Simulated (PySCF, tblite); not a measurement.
**C₆H₁₃O radical: geometry, infrared bands and EPR parameters**

What infrared bands and EPR parameters should C₆H₁₃O radical (`CCC[C@H](C)[CH]O`) show?

Programs: tblite 0.8.0 and PySCF 2.14.0, with density-fitted response routines of our own. Each step states its level of theory. These are calculated values for one molecule in the gas phase, unless marked as measured. Atoms are numbered from 0 throughout.

### Step 1. The molecule as given

20 atoms, charge 0, multiplicity 2; geometry from: force field or distance geometry start.

Bonds of the start (Å): C0–C1 1.55, C1–C2 1.48, C2–C3 1.50, C3–C4 1.53, C3–C5 1.53, C5–O6 1.39, C0–H7 1.13, C0–H8 1.11, C0–H9 1.08, C1–H10 1.12, C1–H11 1.11, C2–H12 1.12, C2–H13 1.12, C3–H14 1.09, C4–H15 1.09, C4–H16 1.11, C4–H17 1.10, C5–H18 1.11, O6–H19 0.99.

### Step 2. Optimising the geometry with GFN2-xTB

What the job is given:

```
{"job": {"kind": "relax", "xc": "GFN2-xTB", "basis": "xTB"}, "charge": 0, "multiplicity": 2}
C      2.707100    -0.372900     0.300400
C      1.308100    -0.760200    -0.234300
C      0.419000     0.375900     0.103900
C     -1.014600     0.237400    -0.326500
C     -1.724900     1.515600     0.130000
C     -1.751600    -0.868800     0.438300
O     -2.415200    -1.636800    -0.508500
H      2.647300     0.622800     0.831000
H      3.074700    -1.146500     1.005600
H      3.428200    -0.303600    -0.503000
H      0.992500    -1.703800     0.269900
H      1.467100    -0.905800    -1.320500
H      0.844700     1.282800    -0.386100
H      0.470900     0.619100     1.194700
H     -1.161100     0.195900    -1.403900
H     -2.644000     1.573000    -0.462100
H     -1.109900     2.421400    -0.077200
H     -1.992100     1.409200     1.192000
H     -1.059900    -1.445900     1.091600
H     -2.491500    -1.098100    -1.338400
```

On the command line:

```bash
$ OMP_NUM_THREADS=1 python probes_run.py task.json out
```

The driver reads the jobs from task.json and runs them one after another.

The log of the run:

```text
step      E/eV     max force
  0    -637.67889    2.908
  1    -637.99127    1.809
  2    -638.17736    0.763
  3    -638.26092    0.711
  4    -638.33281    0.543
  5    -638.37458    0.614
  6    -638.40861    0.450
  7    -638.43048    0.289
  8    -638.44482    0.229
  9    -638.45625    0.261
 10    -638.46729    0.289
 11    -638.47914    0.292
 12    -638.49052    0.226
 13    -638.49939    0.200
 14    -638.50563    0.184
 15    -638.50995    0.172
 16    -638.51332    0.163
 17    -638.51653    0.124
 18    -638.51990    0.139
 19    -638.52354    0.125
 20    -638.52736    0.149
 21    -638.53116    0.146
 22    -638.53521    0.145
 23    -638.53971    0.167
 24    -638.54400    0.171
 25    -638.54769    0.143
 26    -638.55135    0.230
 27    -638.55346    0.268
 28    -638.55743    0.167
 29    -638.55992    0.105
 30    -638.56245    0.101
 31    -638.56416    0.128
 32    -638.56653    0.146
 33    -638.56860    0.130
 34    -638.57048    0.074
 35    -638.57186    0.079
 36    -638.57303    0.075
 37    -638.57375    0.055
 38    -638.57418    0.042
 39    -638.57456    0.049
 40    -638.57502    0.060
 41    -638.57557    0.056
 42    -638.57610    0.047
 43    -638.57653    0.045
 44    -638.57689    0.047
 45    -638.57727    0.053
 46    -638.57771    0.050
 47    -638.57818    0.055
 48    -638.57866    0.052
 49    -638.57921    0.072
 50    -638.57986    0.071
 51    -638.58062    0.069
 52    -638.58148    0.078
 53    -638.58248    0.072
 54    -638.58368    0.092
 55    -638.58513    0.114
 56    -638.58671    0.119
 57    -638.58830    0.108
 58    -638.58921    0.129
 59    -638.59080    0.078
 60    -638.59210    0.086
 61    -638.59431    0.094
 62    -638.59563    0.107
 63    -638.59837    0.127
 64    -638.60085    0.129
 65    -638.60310    0.145
 66    -638.60395    0.227
 67    -638.60648    0.086
 68    -638.60818    0.081
 69    -638.61530    0.157
 70    -638.61937    0.240
 71    -638.62644    0.250
 72    -638.63266    0.225
 73    -638.63667    0.262
 74    -638.64186    0.229
 75    -638.64694    0.184
 76    -638.65493    0.137
 77    -638.65999    0.230
 78    -638.66456    0.148
 79    -638.66849    0.131
 80    -638.67227    0.139
 81    -638.67409    0.164
 82    -638.67668    0.151
 83    -638.67883    0.100
 84    -638.68016    0.090
 85    -638.68235    0.110
 86    -638.68431    0.093
 87    -638.68639    0.091
 88    -638.68799    0.088
 89    -638.68927    0.069
 90    -638.69039    0.076
 91    -638.69160    0.079
 92    -638.69273    0.065
 93    -638.69357    0.060
 94    -638.69413    0.051
 95    -638.69450    0.034
 96    -638.69479    0.034
 97    -638.69503    0.035
 98    -638.69520    0.030
 99    -638.69532    0.030
100    -638.69541    0.027
101    -638.69549    0.022
102    -638.69558    0.026
103    -638.69567    0.027
104    -638.69574    0.022
105    -638.69582    0.018
106    -638.69589    0.021
107    -638.69598    0.022
108    -638.69606    0.019
109    -638.69615    0.021
110    -638.69625    0.022
111    -638.69634    0.020
112    -638.69643    0.016
113    -638.69649    0.015
114    -638.69655    0.019
115    -638.69661    0.015
116    -638.69667    0.015
117    -638.69671    0.015
118    -638.69675    0.016
119    -638.69679    0.016
120    -638.69682    0.015
121    -638.69685    0.011
122    -638.69687    0.013
123    -638.69690    0.014
124    -638.69693    0.013
125    -638.69696    0.012
126    -638.69698    0.015
127    -638.69701    0.017
128    -638.69704    0.018
129    -638.69709    0.016
130    -638.69713    0.013
131    -638.69716    0.013
132    -638.69719    0.011
133    -638.69721    0.009
```

Run time: 0.79 s. Hardware: 1 thread of Arm Neoverse V1, shared host.

Relaxation path: (not every step is listed)

```csv
step,energy from step 0 (eV),largest force (eV/Å)
0,0.0000,2.9084
1,-0.3124,1.8091
2,-0.4985,0.7632
3,-0.5820,0.7113
4,-0.6539,0.5434
5,-0.6957,0.6144
6,-0.7297,0.4504
7,-0.7516,0.2893
8,-0.7659,0.2289
20,-0.8485,0.1486
32,-0.8876,0.1463
44,-0.8980,0.0473
56,-0.9078,0.1192
68,-0.9293,0.0810
80,-0.9934,0.1391
92,-1.0138,0.0653
104,-1.0168,0.0215
116,-1.0178,0.0152
128,-1.0181,0.0178
129,-1.0182,0.0157
130,-1.0182,0.0127
131,-1.0183,0.0132
132,-1.0183,0.0110
133,-1.0183,0.0091
```

Distances of close pairs at the start and the end, largest changes first:

```csv
bond,before (Å),after (Å),change (Å)
C3–C5,1.534,1.483,-0.050
C1–C2,1.482,1.526,+0.044
C0–H7,1.130,1.088,-0.042
C5–H18,1.113,1.074,-0.038
C2–C3,1.503,1.537,+0.033
O6–H19,0.992,0.965,-0.028
C2–H13,1.119,1.092,-0.027
C4–H16,1.114,1.088,-0.026
```

The next job starts from the end point, and lists it.

### Step 3. Infrared spectrum with GFN2-xTB

What the job is given:

```
{"job": {"kind": "ir", "xc": "GFN2-xTB", "basis": "xTB"}, "charge": 0, "multiplicity": 2}
C      2.795605    -0.497534     0.294557
C      1.369387    -0.681042    -0.206732
C      0.474765     0.495988     0.172198
C     -0.970418     0.292171    -0.308360
C     -1.802041     1.556829    -0.009514
C     -1.565920    -0.909458     0.325421
O     -2.438353    -1.727016    -0.345248
H      2.811738    -0.404315     1.378076
H      3.411804    -1.348629     0.014335
H      3.236593     0.401040    -0.132579
H      0.942131    -1.593830     0.214771
H      1.380425    -0.791227    -1.293929
H      0.872672     1.414441    -0.264275
H      0.471899     0.614863     1.257264
H     -0.956970     0.144950    -1.397585
H     -2.825054     1.430977    -0.356584
H     -1.368355     2.422213    -0.506072
H     -1.821911     1.742846     1.061108
H     -1.661923    -0.991132     1.392443
H     -2.361222    -1.561456    -1.292332
```

The log of the run:

```text
mode    cm-1     km/mol
  1      39.4      0.85
  2      77.6      0.44
  3     101.6      1.68
  4     168.6      0.68
  5     204.6      0.22
  6     232.4      1.38
  7     241.2     14.64
  8     325.3     23.01
  9     332.8      0.97
 10     366.0     10.23
 11     449.5     69.07
 12     507.0     25.42
 13     542.4     33.38
 14     783.9      7.79
 15     873.8      5.49
 16     903.1      6.23
 17     938.8      3.65
 18     981.6      5.66
 19    1009.4     11.68
 20    1031.6      0.33
 21    1072.1     67.07
 22    1096.9      1.74
 23    1121.7      4.01
 24    1151.2      9.72
 25    1189.3      8.37
 26    1219.9      9.77
 27    1238.0      1.96
 28    1266.7      1.95
 29    1275.1      2.43
 30    1300.0     72.90
 31    1315.3     42.83
 32    1361.8      1.19
 33    1386.6     50.75
 34    1404.1     34.75
 35    1415.7      1.16
 36    1488.1      0.06
 37    1494.6      2.29
 38    1497.6      0.63
 39    1499.7      4.08
 40    1504.5      2.50
 41    1506.9      1.70
 42    2886.5     56.49
 43    2960.2      9.26
 44    2973.6     54.93
 45    2978.1     34.24
 46    2987.5     50.23
 47    3020.9     39.28
 48    3027.6     64.30
 49    3033.5     36.83
 50    3034.5     55.11
 51    3038.8     31.68
 52    3044.9     33.19
 53    3132.8     31.07
 54    3518.6      8.98
```

Run time: 0.62 s. Hardware: 1 thread of Arm Neoverse V1, shared host.

The strongest bands and the atoms that carry them (share of the mass-weighted mode):

```csv
cm⁻¹,km/mol,atoms
450,69.1,"H19 29 %, H18 18 %, C4 16 %, C3 11 %"
1072,67.1,"H19 29 %, H18 23 %, H14 16 %"
1300,72.9,"H14 31 %, H12 14 %, H19 13 %"
1387,50.8,"C5 24 %, H14 13 %, C3 12 %, H17 12 %"
2886,56.5,H14 93 %
2974,54.9,"H12 56 %, H11 30 %"
3028,64.3,H9 83 %
3034,55.1,"H7 38 %, H8 31 %, H15 20 %"
```

### Step 4. g tensor and hyperfine couplings: B3LYP/pcH-1

Settings changed since step 3:

```diff
@@ -1,2 +1,2 @@
-{"job": {"kind": "ir", "xc": "GFN2-xTB", "basis": "xTB"}, "charge": 0, "multiplicity": 2}
+{"job": {"kind": "epr", "basis": "pcH-1"}, "charge": 0, "multiplicity": 2}
 C      2.795605    -0.497534     0.294557
```

With the program's defaults for keys left out, this is: UKS B3LYP, pcH-1 on C H O, non-relativistic, mean-field spin-orbit, GIAO.

The log of the run:

```text
UKS, coarse grid
  cycle   1  E = -311.55106187  |g| = 5.18e-01
  cycle   2  E = -311.46011292  |g| = 7.26e-01
  cycle   3  E = -311.66211285  |g| = 9.39e-02
  cycle   4  E = -311.66505803  |g| = 3.86e-02
  cycle   5  E = -311.66574293  |g| = 5.84e-03
  cycle   6  E = -311.66575813  |g| = 2.77e-03
  cycle   7  E = -311.66576227  |g| = 8.53e-04
UKS, final grid
  cycle   1  E = -311.66579921  |g| = 9.23e-04
  cycle   2  E = -311.66579898  |g| = 1.19e-03
  cycle   3  E = -311.66579962  |g| = 1.03e-04
  cycle   4  E = -311.66579963  |g| = 7.04e-05
  cycle   5  E = -311.66579963  |g| = 2.37e-05
E = -311.66579963 Eh   <S^2> = 0.7536 (exact 0.7500)
g shifts (ppm)      1          2          3
  rmc          -203       -203       -203
  gc             -2         59         48
  oz_so         -46        738       2176
  total        -250        594       2022
hyperfine (MHz)  atom isotope    a_iso     a_fc   dipolar eigenvalues
    0   13C      -0.49      -0.49     -0.35     -0.25      0.60
    1   13C       8.46       8.46     -1.98     -0.82      2.80
    2   13C      24.94      24.94     -2.56     -1.97      4.53
    3   13C     -22.24     -22.24     -1.97     -1.36      3.33
    4   13C      72.84      72.84     -4.72     -4.56      9.28
    5   13C     130.13     130.13    -78.52    -77.05    155.58
    6   17O     -21.60     -21.60    -68.50     32.90     35.60
    7    1H       0.10       0.10     -0.91     -0.86      1.76
    8    1H       0.79       0.79     -0.76     -0.68      1.45
    9    1H       2.81       2.81     -0.75     -0.56      1.31
   10    1H       1.58       1.58     -7.02     -3.59     10.61
   11    1H       0.16       0.16     -2.21     -1.75      3.96
   12    1H      -0.00      -0.00     -2.37     -1.45      3.82
   13    1H      -1.83      -1.83     -3.23     -2.96      6.18
   14    1H       8.83       8.83     -5.40     -4.15      9.56
   15    1H      -2.79      -2.79     -4.78     -1.90      6.68
   16    1H      20.07      20.07     -3.18     -1.45      4.63
   17    1H      -1.95      -1.95     -4.63     -2.18      6.81
   18    1H     -50.00     -50.00    -36.17     -1.36     37.53
   19    1H     -11.86     -11.86    -14.04     -9.22     23.26
```

Wall time 78 s (1 thread of Arm Neoverse V1, shared host); peak memory 0.97 GiB.

Principal g values 2.00207, 2.00291, 2.00434; g(iso) = 2.00311, against 2.00232 for a free electron.

Mean a(iso) over the nuclei that a row names, and the largest dipolar term of the row (other rows stand at the frozen geometry):

```csv
nuclei,isotope,a(iso) (MHz),"a(iso) (G, at g = 2.0023)",largest dipolar term (MHz)
C5,13C,130.1,46.4,155.6
C4,13C,72.8,26.0,9.3
H18,1H,-50.0,-17.8,37.5
C2,13C,24.9,8.9,4.5
C3,13C,-22.2,-7.9,3.3
O6,17O,-21.6,-7.7,-68.5
H19,1H,-11.9,-4.2,23.3
H14,1H,8.8,3.2,9.6
C1,13C,8.5,3.0,2.8
"H15, H16, H17",1H,5.1,1.8,6.8
H13,1H,-1.8,-0.7,6.2
H10,1H,1.6,0.6,10.6
"H7, H8, H9",1H,1.2,0.4,1.8
C0,13C,-0.5,-0.2,0.6
```

Mulliken spin populations:

C0 0.00; C1 0.01; C2 0.02; C3 -0.06; C4 0.04; C5 0.90; O6 0.13; H7 0.00; H8 0.00; H9 0.00; H10 0.00; H11 0.00; H12 0.00; H13 0.00; H14 0.00; H15 -0.01; H16 0.01; H17 0.00; H18 -0.04; H19 0.00

In first order the couplings over 0.8 MHz of 1H give 492 distinct lines over 33.2 G, if the averaged nuclei exchange fast.

Orbitals, density, ELF and potential are computed afterwards from the orbital file.

ELF in a plane through or near 8 of the atoms.

Ten even steps from ' ' (0.00) to '@' (1.00):
```
                                                        
                                                        
                                                        
                                  ....                  
                      ::--..    ::**++::                
            ::::      **%%**    --%%##==..              
        ..++%%%%++    %%@@%%--  ::**++==++**==..        
        ..##@@@@##..  **%%##==..--..@@++@@@@@@==        
        ..++%%@@##::  ++..::****####::%%@@@@@@##        
        ::==++::::%%**@@**--@@++::##==++@@@@@@==        
      ::%%@@@@::==@@::++%%==**==--**::  ..::::          
      **@@@@@@%%==**++##==  ..**%%**::                  
      ==@@@@@@**..==%%@@##  ::**++====--::              
      ..%%@@##..  --@@@@##  --++==####%%**--            
                  ..**##::    ..==##--%%##==            
                    ....      ..++%%%%##++::            
                                --**++==::              
                                  ::::..                
                                                        
                                                        
```
The map spans 12.4 Å across and 9.5 Å up, centred on the molecule. Atoms in the plane (x, y in Å): C0 (-2.9, 0.1), C1 (-1.5, -0.4), C2 (-0.4, 0.6), C3 (1.0, 0.1), C4 (2.1, 1.2), O6 (2.1, -2.2), H8 (-3.6, -0.7), H15 (3.1, 0.8).

log10 of the density (e/Å³) in the same plane.

Values, 10 rows by 14 columns:
```
-4.0 -4.0 -4.0 -4.0 -4.0 -4.0 -4.0 -4.0 -4.0 -4.0 -4.0 -4.0 -4.0 -4.0
-4.0 -4.0 -4.0 -4.0 -4.0 -4.0 -3.7 -3.6 -3.0 -2.8 -3.2 -4.0 -4.0 -4.0
-4.0 -4.0 -3.5 -2.9 -2.8 -2.6 -1.9 -2.1 -1.6 -1.2 -1.9 -2.8 -4.0 -4.0
-4.0 -3.7 -2.2 -1.2 -1.3 -1.5 -0.3 -0.8 -0.7  0.2 -0.6 -1.6 -3.2 -4.0
-4.0 -3.1 -1.6 -0.2 -0.2 -0.8  0.3  0.0  0.0  0.3  0.2 -1.1 -3.0 -4.0
-4.0 -2.7 -1.0  0.2  0.3  0.3  0.0 -0.2  0.5 -0.7 -1.3 -2.0 -3.5 -4.0
-4.0 -3.0 -1.3 -0.6 -1.0 -0.1 -0.5 -0.9 -0.1 -0.3 -1.1 -2.6 -4.0 -4.0
-4.0 -3.9 -2.8 -2.5 -2.3 -1.5 -1.6 -1.6 -0.5  1.8 -0.4 -2.2 -4.0 -4.0
-4.0 -4.0 -4.0 -4.0 -3.8 -3.3 -3.2 -2.8 -1.5 -0.9 -1.5 -3.0 -4.0 -4.0
-4.0 -4.0 -4.0 -4.0 -4.0 -4.0 -4.0 -4.0 -3.7 -3.1 -3.7 -4.0 -4.0 -4.0
```
The map spans 12.4 Å across and 9.5 Å up, centred on the molecule. Atoms in the plane (x, y in Å): C0 (-2.9, 0.1), C1 (-1.5, -0.4), C2 (-0.4, 0.6), C3 (1.0, 0.1), C4 (2.1, 1.2), O6 (2.1, -2.2), H8 (-3.6, -0.7), H15 (3.1, 0.8).

On the surface of density 0.002 e/bohr³ the electrostatic potential runs, from the 1st to the 99th percentile, from -1.41 V near O6 to 2.11 V near H19.

The spin density lies nearest to C5 60 %; O6 15 %; H18 8 %.

### Step 5. What came out

```
                                 quantity                 value
strongest single infrared mode (GFN2-xTB)  1300 cm⁻¹, 73 km/mol
             zero-point energy (GFN2-xTB)        110.9 kcal/mol
                           g(iso) (B3LYP)               2.00311
                                     ⟨S²⟩    0.754 (exact 0.75)
       largest a(iso) (averaged by class)  13C on C5, 130.1 MHz
    surface potential, 1st and 99th percentile    -1.41 V and 2.11 V
```

What this shows: The optimisation took 133 steps and gained 1.018 eV; among the close pairs (by a distance rule), C3–C5 changed most, from 1.534 to 1.483 Å. No mode is imaginary among the 54: a minimum at this level. The strongest single mode, at 1300 cm⁻¹, has its largest shares on H14, H12 and H19 (the list is cut at 3 atoms). Unscaled tight-binding wavenumbers are off by several per cent, some by more. Its intensities can rank the bands wrongly. Most of the unpaired spin sits on C5 (0.90 e). The isotropic g lies 0.8 ppt above the free-electron value.
